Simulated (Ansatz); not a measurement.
WF:

```
W F
1.0
     1.36589    0.78860    5.06960
    -1.36589    0.78860    5.06960
     0.00000   -1.57719    5.06960
W F
1 1
Direct
  0.81412 0.81412 0.81412
  0.93712 0.93712 0.93712
```

The cell was built by a generator and needn't be a form met in nature.

```yaml
Program: Ansatz 0.2.0
Task: relaxation of cell and atoms
Functional: PBE
Dispersion: D4
Potentials_or_basis: Ansatz PAW
Cutoff: "420 eV (not typed: the program's choice for these potentials)"
k_mesh: 11 × 11 × 11
Occupations: fermi-dirac, width 0.05 eV
Spin: no spin polarisation
```

At the start: volume 16.38 Å³/atom.

Q: Where does the relaxation end?

A: It ends after 10 steps and the volume is 14.74 Å³/atom (-10.0 %); space group R3m (No. 160, to 0.05 Å).

The path:
```csv
step,energy change (eV),largest force (eV/Å),volume (Å³)
1,0.0000,0.0158,32.76
2,-0.0269,0.3646,30.64
3,-0.0372,0.4658,29.67
4,-0.0406,0.1039,29.96
5,-0.0418,0.0020,29.73
6,-0.0419,0.0007,29.69
7,-0.0386,0.0002,29.69
8,-0.0393,0.0025,29.47
9,-0.0393,0.0000,29.49
10,-0.0388,0.0002,29.49
```

Final structure:
```
CELL_PARAMETERS angstrom
1.36024 0.78534 4.60027
-1.36024 0.78534 4.60027
0.00000 -1.57067 4.60027
ATOMIC_POSITIONS crystal
W 0.80705 0.80705 0.80705
F 0.94419 0.94419 0.94419
```

Caveat: the plane-wave basis is chosen anew once the cell has moved, so the energies of steps on either side of that aren't comparable; the pressure holds a Pulay correction of +0.4 GPa for the finite cutoff; an odd number of electrons without spin polarisation forces a metal; a magnetic or distorted state may lie lower; pairwise dispersion overbinds metals, which lowers pressure and volume.
